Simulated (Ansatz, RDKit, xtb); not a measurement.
**C5H7BO2: ranking a sample of isomers**

Which of a sample of isomers of C5H7BO2 is the most stable in the gas at 298.15 K, and what are its properties? The sample is small against all isomers, and the most stable one of this formula need not be in it.

Plan: many cheap relaxations first (GFN2-xTB), then density-functional screening, relaxation at B3LYP-D3(BJ)/def2-SVP, vibrations (at GFN2-xTB) and a final energy. The numbers are computed, not measured.

## Step 1: Possible bonding patterns

Isomers were taken from a list of plausible structures; this is a sample, not all of them. That gives 10 candidates.

| label | SMILES | spin |
| --- | --- | --- |
| c017 | COC1=CC=CB1O | singlet |
| c070 | COC1=CBC(O)=C1 | singlet |
| c096 | COC1=CB(O)C=C1 | singlet |
| c149 | COB1C=CC(O)=C1 | singlet |
| c228 | COB1C=CC=C1O | singlet |
| c370 | COC1=CC(O)=CB1 | singlet |
| c420 | COC1=CBC=C1O | singlet |
| c650 | COC1=CC=C(O)B1 | singlet |
| c784 | COC1=C(O)BC=C1 | singlet |
| c811 | COC1=C(O)C=CB1 | singlet |

Candidates are built by distance geometry, with a force field where one applies, in up to four conformers (letters a to d).

**Question.** With final energies at CCSD(T)/def2-SVP + MP2/def2-TZVPP - MP2/def2-SVP, which structure will this search put lowest in free energy, and by what margin?

| quantity | value |
| --- | --- |
| lowest structure found | COC1=CB(O)C=C1, singlet |
| next finalist | COB1C=CC(O)=C1, singlet, 3.4 kcal/mol higher in G |
| share at equilibrium, among the finalists | 99.7 % |

The lowest structure found is `COC1=CB(O)C=C1`. The margin of 3.4 kcal/mol over the next finalist is beyond the usual error of the last level; it says nothing of structures that weren't ranked. GFN2-xTB, HF/STO-3G, r2SCAN-D4/def2-SVP, B3LYP-D3(BJ)/def2-SVP, HF/def2-SVP and MP2/def2-SVP already put its bonding pattern lowest among the structures in one piece. 8 minima inside the window were never screened. Lowest found is not proven lowest: the search is finite, and each finalist counts with one conformer. Only 10 drawn patterns were tried, so whole families of isomers are missing, and the result ranks this sample alone. The lowest isomer need not be the one that is made and kept in a bottle, which depends on barriers.
